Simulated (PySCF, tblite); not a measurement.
# C₅H₁₀F₃PSi: geometry, infrared bands and NMR shifts

Wanted: the infrared bands and NMR shifts of C₅H₁₀F₃PSi (`C/C([SiH3])=P\CCC(F)(F)F`), by calculation.

The runs use tblite 0.8.0 and PySCF 2.14.0, with density-fitted response routines of our own; the level of theory stands in each step. All values are computed, except where a source is named. Atoms count from 0, in the outputs and in this text.

**1. The starting structure**

20 atoms, charge 0, multiplicity 1; geometry from: force field or distance geometry start.

Bonds of the start (Å): C0–C1 1.48, C1–Si2 1.85, C1–P3 1.67, P3–C4 1.83, C4–C5 1.52, C5–C6 1.52, C6–F7 1.37, C6–F8 1.38, C6–F9 1.38, C0–H10 1.13, C0–H11 1.13, C0–H12 1.09, Si2–H13 1.45, Si2–H14 1.45, Si2–H15 1.48, C4–H16 1.13, C4–H17 1.10, C5–H18 1.10, C5–H19 1.12.

**2. Optimising the geometry with GFN2-xTB**

Job settings and geometry (Å):

```
{"job": {"kind": "relax", "xc": "GFN2-xTB", "basis": "xTB"}, "charge": 0, "multiplicity": 1}
C     -1.755700     1.740900    -0.413100
C     -1.878900     0.264700    -0.358700
Si    -3.519900    -0.567100    -0.153800
P     -0.559700    -0.749600    -0.450700
C      1.130400    -0.065600    -0.625300
C      2.052000    -0.933000     0.209000
C      3.494200    -0.461000     0.137800
F      3.529000     0.823300     0.613600
F      4.000000    -0.614300    -1.132900
F      4.220000    -1.275400     0.986800
H     -2.664900     2.203300     0.078800
H     -1.880800     2.020100    -1.497200
H     -0.828600     2.149200    -0.003600
H     -4.569300     0.361900     0.234900
H     -3.493200    -1.655500     0.806200
H     -3.773800    -1.180300    -1.478400
H      1.508200    -0.062300    -1.687600
H      1.246700     0.961300    -0.246600
H      2.036000    -1.965100    -0.176400
H      1.703100    -0.984800     1.270200
```

Started as:

```
> OMP_NUM_THREADS=1 python probes_run.py task.json out
```

This one command runs all jobs of the session in turn.

Output:

```text
step      E/eV     max force
  0    -930.48481    2.661
  1    -930.83960    1.277
  2    -930.99170    0.607
  3    -931.03138    0.511
  4    -931.05720    0.291
  5    -931.07053    0.304
  6    -931.08149    0.291
  7    -931.09090    0.250
  8    -931.10019    0.215
  9    -931.10804    0.193
 10    -931.11476    0.164
 11    -931.12043    0.231
 12    -931.12553    0.213
 13    -931.12990    0.128
 14    -931.13365    0.135
 15    -931.13756    0.205
 16    -931.14192    0.263
 17    -931.14590    0.198
 18    -931.14869    0.119
 19    -931.15069    0.118
 20    -931.15290    0.165
 21    -931.15592    0.199
 22    -931.15952    0.149
 23    -931.16300    0.131
 24    -931.16624    0.141
 25    -931.16950    0.199
 26    -931.17276    0.186
 27    -931.17585    0.114
 28    -931.17850    0.114
 29    -931.18066    0.112
 30    -931.18243    0.104
 31    -931.18375    0.083
 32    -931.18478    0.092
 33    -931.18586    0.084
 34    -931.18715    0.097
 35    -931.18850    0.079
 36    -931.18969    0.086
 37    -931.19075    0.095
 38    -931.19199    0.091
 39    -931.19364    0.086
 40    -931.19552    0.114
 41    -931.19731    0.135
 42    -931.19900    0.111
 43    -931.20063    0.103
 44    -931.20227    0.092
 45    -931.20397    0.121
 46    -931.20545    0.120
 47    -931.20657    0.090
 48    -931.20749    0.076
 49    -931.20861    0.098
 50    -931.21028    0.126
 51    -931.21226    0.115
 52    -931.21390    0.079
 53    -931.21509    0.071
 54    -931.21619    0.081
 55    -931.21744    0.088
 56    -931.21874    0.086
 57    -931.21977    0.080
 58    -931.22051    0.082
 59    -931.22121    0.067
 60    -931.22215    0.060
 61    -931.22342    0.069
 62    -931.22434    0.065
 63    -931.22521    0.060
 64    -931.22595    0.056
 65    -931.22667    0.062
 66    -931.22739    0.066
 67    -931.22811    0.065
 68    -931.22884    0.056
 69    -931.22966    0.068
 70    -931.23070    0.090
 71    -931.23203    0.079
 72    -931.23376    0.110
 73    -931.23567    0.112
 74    -931.23765    0.097
 75    -931.23930    0.104
 76    -931.24120    0.111
 77    -931.24329    0.133
 78    -931.24604    0.150
 79    -931.24898    0.123
 80    -931.25218    0.151
 81    -931.25462    0.149
 82    -931.25818    0.143
 83    -931.26149    0.140
 84    -931.26383    0.107
 85    -931.26618    0.113
 86    -931.26835    0.110
 87    -931.27083    0.145
 88    -931.27288    0.136
 89    -931.27453    0.143
 90    -931.27599    0.104
 91    -931.27790    0.103
 92    -931.27979    0.120
 93    -931.28152    0.099
 94    -931.28285    0.091
 95    -931.28371    0.071
 96    -931.28447    0.081
 97    -931.28521    0.072
 98    -931.28582    0.049
 99    -931.28640    0.045
100    -931.28702    0.049
101    -931.28776    0.066
102    -931.28836    0.048
103    -931.28866    0.030
104    -931.28878    0.023
105    -931.28890    0.024
106    -931.28907    0.034
107    -931.28924    0.030
108    -931.28939    0.028
109    -931.28950    0.031
110    -931.28965    0.030
111    -931.28984    0.037
112    -931.29007    0.040
113    -931.29028    0.031
114    -931.29045    0.030
115    -931.29063    0.029
116    -931.29087    0.034
117    -931.29120    0.039
118    -931.29156    0.037
119    -931.29188    0.034
120    -931.29211    0.043
121    -931.29231    0.033
122    -931.29256    0.034
123    -931.29289    0.044
124    -931.29320    0.050
125    -931.29349    0.037
126    -931.29372    0.032
127    -931.29392    0.041
128    -931.29409    0.039
129    -931.29430    0.032
130    -931.29457    0.032
131    -931.29479    0.028
132    -931.29509    0.037
133    -931.29539    0.036
134    -931.29567    0.035
135    -931.29588    0.034
136    -931.29603    0.034
137    -931.29614    0.062
138    -931.29627    0.028
139    -931.29643    0.028
140    -931.29670    0.031
141    -931.29688    0.033
142    -931.29719    0.034
143    -931.29742    0.036
144    -931.29763    0.033
145    -931.29778    0.025
146    -931.29791    0.020
147    -931.29803    0.024
148    -931.29816    0.022
149    -931.29827    0.021
150    -931.29835    0.019
151    -931.29841    0.018
152    -931.29847    0.019
153    -931.29852    0.019
154    -931.29860    0.018
155    -931.29868    0.019
156    -931.29879    0.024
157    -931.29888    0.017
158    -931.29894    0.017
159    -931.29900    0.015
160    -931.29907    0.017
161    -931.29914    0.017
162    -931.29923    0.018
163    -931.29931    0.018
164    -931.29939    0.017
165    -931.29947    0.020
166    -931.29954    0.015
167    -931.29960    0.017
168    -931.29965    0.016
169    -931.29970    0.016
170    -931.29976    0.017
171    -931.29984    0.022
172    -931.29991    0.018
173    -931.29996    0.012
174    -931.29998    0.009
```

Along the way: (not every step is listed)

```csv
step,energy from step 0 (eV),largest force (eV/Å)
0,0.0000,2.6608
1,-0.3548,1.2766
2,-0.5069,0.6074
3,-0.5466,0.5106
4,-0.5724,0.2912
5,-0.5857,0.3038
6,-0.5967,0.2914
7,-0.6061,0.2498
8,-0.6154,0.2152
24,-0.6814,0.1408
40,-0.7107,0.1139
56,-0.7339,0.0859
72,-0.7489,0.1104
88,-0.7881,0.1358
104,-0.8040,0.0229
120,-0.8073,0.0427
136,-0.8112,0.0336
152,-0.8137,0.0191
168,-0.8148,0.0158
169,-0.8149,0.0164
170,-0.8149,0.0166
171,-0.8150,0.0217
172,-0.8151,0.0185
173,-0.8152,0.0123
174,-0.8152,0.0090
```

Close pairs (by a distance rule), those that changed most:

```csv
bond,before (Å),after (Å),change (Å)
P3–C4,1.832,1.886,+0.055
C0–H10,1.132,1.088,-0.044
C6–F9,1.382,1.343,-0.040
C1–Si2,1.851,1.889,+0.038
C0–H11,1.126,1.092,-0.035
C4–H16,1.127,1.094,-0.034
C6–F8,1.376,1.343,-0.033
C6–F7,1.370,1.343,-0.027
```

The end geometry stands in the next job.

**3. Harmonic vibrations with GFN2-xTB**

Job settings and geometry (Å):

```
{"job": {"kind": "ir", "xc": "GFN2-xTB", "basis": "xTB"}, "charge": 0, "multiplicity": 1}
C     -1.524486     1.442934    -0.790865
C     -1.833364     0.071023    -0.278776
Si    -3.652600    -0.425523    -0.166230
P     -0.680194    -1.060904     0.195822
C      0.937969    -0.136380    -0.096462
C      2.131848    -1.020398     0.256346
C      3.433670    -0.280585     0.030385
F      3.531182     0.829128     0.780385
F      3.587422     0.112116    -1.244681
F      4.505552    -1.033155     0.326604
H     -2.439082     1.986021    -1.020086
H     -0.919232     1.396918    -1.698197
H     -0.959916     2.020469    -0.056554
H     -4.343431     0.547551     0.686623
H     -3.747795    -1.773889     0.384528
H     -4.234296    -0.357606    -1.511440
H      0.999842     0.165595    -1.146010
H      0.952598     0.767125     0.520047
H      2.148983    -1.918707    -0.363950
H      2.100183    -1.321055     1.305451
```

Output:

```text
mode    cm-1     km/mol
  1      30.5      0.48
  2      36.8      1.63
  3      65.9      1.84
  4      83.6      2.27
  5      95.3      0.34
  6     131.6      0.22
  7     141.1      0.84
  8     150.4      3.53
  9     205.5      0.81
 10     244.4      0.24
 11     313.7      3.18
 12     317.8      0.24
 13     332.4      1.02
 14     384.8      6.57
 15     474.9      8.59
 16     499.8     12.94
 17     530.4     46.49
 18     549.0     76.39
 19     578.4     20.54
 20     612.6      6.13
 21     725.6      1.49
 22     735.9     34.68
 23     761.3    154.07
 24     780.0    374.34
 25     794.3    340.99
 26     823.6     32.33
 27     888.6     18.98
 28     945.1     50.81
 29     986.9      4.57
 30    1012.5    144.29
 31    1055.7    297.61
 32    1071.2      7.29
 33    1122.4     32.35
 34    1161.3    130.06
 35    1186.8    191.92
 36    1203.6     30.38
 37    1245.1     11.21
 38    1246.3      7.16
 39    1312.0     49.34
 40    1400.0      4.09
 41    1433.1      1.75
 42    1444.5      5.26
 43    1481.6      1.84
 44    1485.2      3.89
 45    2222.7    395.76
 46    2231.6    232.97
 47    2290.7    263.35
 48    2941.2      8.75
 49    2951.4      5.01
 50    2965.0     17.45
 51    2982.1     11.59
 52    2992.8      7.58
 53    2995.6      3.86
 54    3022.4     19.67
```

Which atoms move in the most intense modes:

```csv
cm⁻¹,km/mol,atoms
761,154.1,"H14 58 %, H13 19 %, H15 19 %"
780,374.3,"H14 32 %, H13 29 %, H15 29 %"
794,341.0,"H15 46 %, H13 46 %"
1056,297.6,"C6 66 %, F9 20 %"
1187,191.9,C6 68 %
2223,395.8,"H15 66 %, H13 30 %"
2232,233.0,"H13 67 %, H15 31 %"
2291,263.4,H14 97 %
```

**4. Nuclear shieldings: PBE0/pcSseg-1**

The job, as its differences from that of step 3:

```diff
@@ -1,2 +1,2 @@
-{"job": {"kind": "ir", "xc": "GFN2-xTB", "basis": "xTB"}, "charge": 0, "multiplicity": 1}
+{"job": {"kind": "nmr", "xc": "PBE0", "basis": "pcSseg-1"}, "charge": 0, "multiplicity": 1}
 C     -1.524486     1.442934    -0.790865
```

With the program's defaults for keys left out, this is: GIAO PBE0/pcSseg-1 NMR shielding, non-relativistic, gas phase.

Output:

```text
coarse grid: 18136 points
cycle   1  E = -1125.8446148700  dE =  1.129e+00  |g| = 9.093e-01  |ddm| = 4.064e+00
cycle   2  E = -1125.6901280984  dE =  1.545e-01  |g| = 1.339e+00  |ddm| = 1.221e+00
cycle   3  E = -1125.9865247320  dE = -2.964e-01  |g| = 1.446e-01  |ddm| = 8.461e-01
cycle   4  E = -1125.9901552819  dE = -3.631e-03  |g| = 8.993e-02  |ddm| = 2.399e-01
cycle   5  E = -1125.9924006399  dE = -2.245e-03  |g| = 1.942e-02  |ddm| = 1.004e-01
cycle   6  E = -1125.9924854055  dE = -8.477e-05  |g| = 3.897e-03  |ddm| = 1.822e-02
cycle   7  E = -1125.9924890108  dE = -3.605e-06  |g| = 9.273e-04  |ddm| = 5.668e-03
final grid: 168424 points
cycle   8  E = -1126.0724049018  dE = -5.877e-05  |g| = 1.050e-02  |ddm| = 3.190e-02
cycle   9  E = -1126.0723639781  dE =  4.092e-05  |g| = 1.645e-02  |ddm| = 2.346e-02
cycle  10  E = -1126.0724294360  dE = -6.546e-05  |g| = 2.881e-03  |ddm| = 1.723e-02
cycle  11  E = -1126.0724317530  dE = -2.317e-06  |g| = 5.501e-04  |ddm| = 3.408e-03
cycle  12  E = -1126.0724318249  dE = -7.193e-08  |g| = 1.480e-04  |ddm| = 6.181e-04
cycle  13  E = -1126.0724318287  dE = -3.776e-09  |g| = 3.801e-05  |ddm| = 1.236e-04
cycle  14  E = -1126.0724318290  dE = -2.974e-10  |g| = 9.763e-06  |ddm| = 4.772e-05
converged SCF energy = -1126.0724318290

GIAO shielding tensors (ppm)
atom      isotropic    diamagn.    paramagn.     s11        s22        s33       span
  0 C      160.102     249.975     -89.872    139.165    167.735    173.408     34.243
  1 C      -31.338     267.847    -299.185   -233.447    -42.268    181.702    415.149
  2 Si     415.684     880.347    -464.663    375.160    405.885    466.008     90.848
  3 P      -39.167     970.636   -1009.804   -438.142    -31.558    352.198    790.340
  4 C      154.971     261.285    -106.313    141.331    156.977    166.605     25.274
  5 C      150.894     248.531     -97.637    132.570    146.098    174.014     41.444
  6 C       50.492     245.830    -195.338     45.556     48.513     57.406     11.850
  7 F      262.134     475.657    -213.523    171.073    267.983    347.346    176.273
  8 F      262.101     474.982    -212.881    170.987    268.102    347.213    176.227
  9 F      250.648     465.624    -214.976    160.307    248.936    342.700    182.393
 10 H       29.036      30.803      -1.767     23.955     29.264     33.889      9.934
 11 H       29.069      32.553      -3.484     24.714     29.019     33.474      8.760
 12 H       29.063      32.845      -3.782     24.673     29.120     33.397      8.724
 13 H       27.217      28.515      -1.298     24.143     25.534     31.974      7.831
 14 H       27.263      28.529      -1.267     23.634     26.764     31.391      7.757
 15 H       27.194      28.370      -1.177     24.153     25.448     31.980      7.827
 16 H       29.483      36.603      -7.121     23.656     31.823     32.969      9.312
 17 H       29.525      36.814      -7.289     23.734     31.875     32.966      9.232
 18 H       29.296      29.813      -0.518     24.867     29.247     33.773      8.907
 19 H       29.272      30.106      -0.834     24.834     29.221     33.761      8.928
```

It took 62 s on 1 thread, shared host.

Shifts follow as δ = σ(reference) − σ, with reference shieldings (ppm) from runs at the same level and on the same kind of geometry: 1H TMS 31.72, 13C TMS 186.9, 29Si TMS 349.2, 19F CFCl3 170.9, 31P H3PO4 318.4. The references are single molecules in the gas phase, so shifts against H2O, NH3, PH3, H3PO4 or CFCl3 are not on the usual liquid scales and can be off by tens of ppm. Atoms listed in one row are averaged.

```csv
atoms,environment,σ (ppm),δ (ppm),δ scaled to CDCl3
C1,carbon double-bonded to a heavier main-group atom,-31.3,218.3,211.1
C6,CF3 carbon,50.5,136.4,131.2
C5,sp3 CH2,150.9,36.0,33.3
C4,sp3 CH2 bonded to P,155.0,32.0,29.3
C0,methyl carbon,160.1,26.8,24.3
"H13, H14, H15",hydrogen on a silicon bonded to C,27.22,4.49,–
"H10, H11, H12",hydrogen on a methyl carbon,29.06,2.66,2.61
"H18, H19",hydrogen on an sp3 CH2,29.28,2.43,2.40
"H16, H17",hydrogen on an sp3 CH2 bonded to P,29.50,2.21,2.19
Si2,"silicon bonded to C, 3 H",415.7,-66.5,–
P3,phosphorus bonded to 2 C,-39.2,357.5,–
"F7, F8, F9",fluorine of a CF3 group,258.3,-87.3,–
```

The scaled column applies a straight-line fit of computed shieldings to shifts measured in CDCl3, and one for carbons that bear F (root-mean-square error 0.16 ppm for H, 1.9 ppm for C).

The run also stored atomic charges by several schemes (e):

```csv
atoms,Mulliken,IAO,Hirshfeld,ESP fit
C0,-0.19,-0.42,-0.12,-0.81
C1,-0.78,-0.48,-0.13,0.23
Si2,0.58,0.61,0.29,0.28
P3,0.42,0.34,0.10,-0.42
C4,-0.58,-0.44,-0.12,0.77
C5,-0.26,-0.30,-0.10,-0.58
C6,0.79,0.81,0.26,0.49
"F7, F8, F9",-0.27,-0.29,-0.10,-0.18
```

Mayer bond orders: C0–C1 1.01, C1–Si2 0.86, C1–P3 1.80, P3–C4 0.91, C4–C5 1.01, C5–C6 1.04, C6–F7 0.99, C6–F8 0.99, C6–F9 1.00.

The fields below are evaluated on a grid from the run's orbitals.

Frontier orbitals at PBE0/pcSseg-1, with the share of their density that lies nearest to each atom:

```csv
orbital,energy (eV),lies on
HOMO,-7.33,P3 40 %; C1 37 %
LUMO,-1.92,P3 45 %; C1 33 %
```

ELF in a plane through or near 10 of the atoms.

Ten even steps from ' ' (0.00) to '@' (1.00):
```
                                                        
                                                        
                                                        
                                      ..                
                                    **%%++              
                              --====@@@@@@              
                            ..++**==@@@@@@              
                      ::::    ==::::%%%%::              
            ..--..  ..++**--  ::**##==..                
      --**====##++====::..++..--**--##**::----..        
      ++%%####..@@##%%::++%%++####**%%%%  ..==::        
      ==%%**##--**++--##**%%....%%**@@..**--::::        
      ..##%%++  ==--==::::++##++----==..++  ....        
        ::--..  --++==  ..%%++++**  ::%%@@@@**..        
                ......  ..@@@@@@%%  --@@@@@@%%..        
                          ##@@@@**  --@@@@@@@@..        
                          ==##**::  ..%%@@@@**          
                                        --..            
                                                        
                                                        
```
The map spans 14.4 Å across and 9.8 Å up, centred on the molecule. Atoms in the plane (x, y in Å): C0 (1.7, 1.4), C1 (1.8, -0.1), Si2 (3.6, -0.9), P3 (0.5, -1.2), C4 (-1.0, 0.0), C5 (-2.3, -0.8), C6 (-3.5, 0.1), F9 (-4.6, -0.6), H10 (2.7, 1.8), H14 (3.5, -2.3).

On the surface of density 0.002 e/bohr³ the electrostatic potential runs, from the 1st to the 99th percentile, from -0.63 V near F9 to 1.08 V near H18.

**5. Results**

| quantity | value |
| --- | --- |
| strongest single infrared mode (GFN2-xTB) | 2223 cm⁻¹, 396 km/mol |
| zero-point energy (GFN2-xTB) | 85.3 kcal/mol |
| 13C shifts against TMS (PBE0/pcSseg-1) | 218.3, 136.4, 36.0, 32.0, 26.8 ppm |
| 1H shifts against TMS (PBE0/pcSseg-1, means over atoms taken as alike) | 4.49, 2.66, 2.43, 2.21 ppm |
| 29Si shifts against TMS (PBE0/pcSseg-1) | -66.5 ppm |
| 31P shifts against H3PO4 (PBE0/pcSseg-1) | 357.5 ppm |
| 19F shifts against CFCl3 (PBE0/pcSseg-1, means over atoms taken as alike) | -87.3 ppm |
| surface potential, 1st and 99th percentile | -0.63 V and 1.08 V |

**Reading.** Over 174 steps the energy fell by 0.815 eV; of the close pairs, P3–C4 changed most, 1.832 to 1.886 Å. All 54 modes are real, so the xTB geometry is a minimum. The strongest single mode, at 2223 cm⁻¹, moves mainly H15. Unscaled tight-binding wavenumbers are off by several per cent, some by more. Its intensities can rank the bands wrongly. At PBE0/pcSseg-1: Shielding is most anisotropic at P3 (span 790 ppm, paramagnetic term -1010 ppm). At PBE0/pcSseg-1, counted by nearest atom on the grid, the HOMO lies on P3 40 %; C1 37 %, the LUMO on P3 45 %; C1 33 %.
